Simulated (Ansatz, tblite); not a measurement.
# C₃₀H₁₂S₁₀: rung by rung

The task here is to estimate one member of a computed series from the others.

Computed with Ansatz 0.2.0, Gaussian basis. Level: as each input shows.

Plan: GFN1-xTB, GFN2-xTB, PBE-D4/def2-SVP, r2SCAN-D4/def2-SVP, r2SCAN0-D4/def2-SVP, BLYP-D4/def2-SVP, HF/def2-SVP, r2SCAN-D4/def2-mTZVP, HF/STO-3G, HF/6-31G, B3LYP-D4/6-31G.

## The structure

The singlet was relaxed beforehand with r2SCAN-D4/def2-SVP.

52 atoms, charge 0, spin multiplicity 1.

Bond lengths: C1–C2 1.377 Å, C1–S40 1.740 Å, C1–H41 1.090 Å, C2–C3 1.420 Å, C2–H42 1.091 Å, C3–S4 1.733 Å, C3–C39 1.404 Å, S4–C5 1.763 Å, C5–C6 1.441 Å, C5–C38 1.389 Å, C6–C7 1.391 Å, C6–S37 1.763 Å, C7–C8 1.411 Å, C7–H43 1.091 Å, C8–S9 1.736 Å, C8–C36 1.406 Å, S9–C10 1.765 Å, C10–C11 1.435 Å and more. Angles: C2–C1–S40 113.4°, C2–C1–H41 127.5°, S40–C1–H41 119.1°, C1–C2–C3 110.9°, C1–C2–H42 123.6°, C3–C2–H42 125.5°, C2–C3–S4 135.2°, C2–C3–C39 114.1°, S4–C3–C39 110.7°, C3–S4–C5 91.5°, S4–C5–C6 120.4°, S4–C5–C38 111.9°, C6–C5–C38 127.7°, C5–C6–C7 127.7°, C5–C6–S37 120.4°, C7–C6–S37 111.9°, C6–C7–C8 111.6°, C6–C7–H43 123.0° and more.

PBE0-D4/def2-SVP was run before; its log isn't repeated, and its numbers join the tables.

The first run:

Tight binding, by tblite at 300 K electronic temperature and without a spin-polarisation term:

```python
tblite.interface.Calculator('GFN1-xTB', numbers, positions, charge=0, uhf=0).singlepoint()
```

Tight binding, by tblite at 300 K electronic temperature and without a spin-polarisation term:

```python
tblite.interface.Calculator('GFN2-xTB', numbers, positions, charge=0, uhf=0).singlepoint()
```

start.molden holds the orbitals of an earlier run on this state, given as this run's starting guess.

in.yaml reads:

```yaml
crystal:
  periodic: [false, false, false]
  atoms:
    - {symbol: C, position_ang: [14.260253, -0.452501, -1.948462]}
    - {symbol: C, position_ang: [13.541950, -1.067996, -0.948349]}
    - {symbol: C, position_ang: [12.156206, -0.786701, -1.074915]}
    - {symbol: S, position_ang: [10.727773, -1.218007, -0.192677]}
    - {symbol: C, position_ang: [9.709525, -0.307732, -1.307884]}
    - {symbol: C, position_ang: [8.282794, -0.255587, -1.114899]}
    - {symbol: C, position_ang: [7.387329, 0.674471, -1.633162]}
    - {symbol: C, position_ang: [6.061543, 0.393546, -1.241426]}
    - {symbol: S, position_ang: [4.516675, 1.134801, -1.518467]}
    - {symbol: C, position_ang: [3.706838, -0.079379, -0.525589]}
    - {symbol: C, position_ang: [2.284572, -0.020751, -0.340720]}
    - {symbol: C, position_ang: [1.381870, 0.911624, -0.843758]}
    - {symbol: C, position_ang: [0.060660, 0.627954, -0.441580]}
    - {symbol: S, position_ang: [-1.488006, 1.359607, -0.713280]}
    - {symbol: C, position_ang: [-2.289302, 0.139494, 0.275841]}
    - {symbol: C, position_ang: [-3.712930, 0.173667, 0.473482]}
    - {symbol: C, position_ang: [-4.511795, -0.806521, 1.057461]}
    - {symbol: C, position_ang: [-5.867424, -0.422868, 1.087689]}
    - {symbol: S, position_ang: [-7.336928, -1.154692, 1.650824]}
    - {symbol: C, position_ang: [-8.282474, 0.241704, 1.133599]}
    - {symbol: C, position_ang: [-9.705594, 0.257109, 1.341003]}
    - {symbol: C, position_ang: [-10.504318, -0.719152, 1.922521]}
    - {symbol: C, position_ang: [-11.864912, -0.334152, 1.947840]}
    - {symbol: S, position_ang: [-13.338374, -1.054967, 2.513296]}
    - {symbol: C, position_ang: [-14.255826, 0.329760, 2.000185]}
    - {symbol: C, position_ang: [-13.484659, 1.310672, 1.418610]}
    - {symbol: C, position_ang: [-12.117976, 0.928560, 1.390337]}
    - {symbol: S, position_ang: [-10.648668, 1.655023, 0.824400]}
    - {symbol: C, position_ang: [-7.484401, 1.220370, 0.551386]}
    - {symbol: C, position_ang: [-6.126136, 0.840923, 0.529065]}
    - {symbol: S, position_ang: [-4.658085, 1.573461, -0.031170]}
    - {symbol: C, position_ang: [-1.385170, -0.791641, 0.781663]}
    - {symbol: C, position_ang: [-0.066853, -0.513013, 0.370607]}
    - {symbol: S, position_ang: [1.480886, -1.249943, 0.638575]}
    - {symbol: C, position_ang: [4.605314, -1.008622, -0.009562]}
    - {symbol: C, position_ang: [5.927679, -0.737327, -0.416535]}
    - {symbol: S, position_ang: [7.469763, -1.481072, -0.142543]}
    - {symbol: C, position_ang: [10.454588, 0.308213, -2.305640]}
    - {symbol: C, position_ang: [11.835767, 0.038610, -2.164877]}
    - {symbol: S, position_ang: [13.270023, 0.466927, -3.043931]}
    - {symbol: H, position_ang: [15.338170, -0.486564, -2.108307]}
    - {symbol: H, position_ang: [13.995266, -1.686649, -0.172224]}
    - {symbol: H, position_ang: [7.700066, 1.524856, -2.240960]}
    - {symbol: H, position_ang: [1.682904, 1.752027, -1.472241]}
    - {symbol: H, position_ang: [-4.118471, -1.755861, 1.422533]}
    - {symbol: H, position_ang: [-10.108853, -1.661059, 2.306937]}
    - {symbol: H, position_ang: [-15.334287, 0.341333, 2.159713]}
    - {symbol: H, position_ang: [-13.889548, 2.248994, 1.037301]}
    - {symbol: H, position_ang: [-7.882491, 2.160569, 0.165573]}
    - {symbol: H, position_ang: [-1.680499, -1.618233, 1.428886]}
    - {symbol: H, position_ang: [4.301186, -1.839054, 0.631119]}
    - {symbol: H, position_ang: [10.004347, 0.895782, -3.107285]}
basis:
  gaussian: {orbitals: def2-SVP, fitting: {mean_field: def2-universal-jkfit}, initial_orbitals: start.molden}
hamiltonian: {xc: pbe, dispersion: d4}
scf: {omitted_lower_state_checks: [starts]}
output: {forces: true, orbitals: {seedname: orbitals}}
```

Launch:

```
$ ansatz run in.yaml --threads 2 --pin off --events-out ev --progress --plain --max-ram 32768MiB --backend cuda --devices 0, --max-vram 18GiB
```

Steps of the session up to this table: PBE-D4/def2-SVP; r2SCAN-D4/def2-SVP; r2SCAN0-D4/def2-SVP; BLYP-D4/def2-SVP; HF/def2-SVP; r2SCAN-D4/def2-mTZVP; HF/STO-3G; HF/6-31G; B3LYP-D4/6-31G.

One of the session's tables, all rows but one given; the rest of the session is left out.

It belongs to the step «Binding energy». 

```
               level  binding an atom (eV)
           HF/STO-3G                     ?
            HF/6-31G                 3.216
         HF/def2-SVP                 3.700
     PBE-D4/def2-SVP                 5.637
    BLYP-D4/def2-SVP                 5.362
  r2SCAN-D4/def2-SVP                 5.396
r2SCAN-D4/def2-mTZVP                 5.265
      B3LYP-D4/6-31G                 4.948
    PBE0-D4/def2-SVP                 5.471
 r2SCAN0-D4/def2-SVP                 5.273
```

Q: Estimate the row for HF/STO-3G from the others.

**Answer.** binding an atom (eV): 4.238. In the column «binding an atom (eV)» it lies between HF/def2-SVP (3.700) and B3LYP-D4/6-31G (4.948).

To keep in mind: Free atoms were run apart at each level; binding is atoms less cluster, divided by the number of atoms, without zero-point or spin-orbit terms.
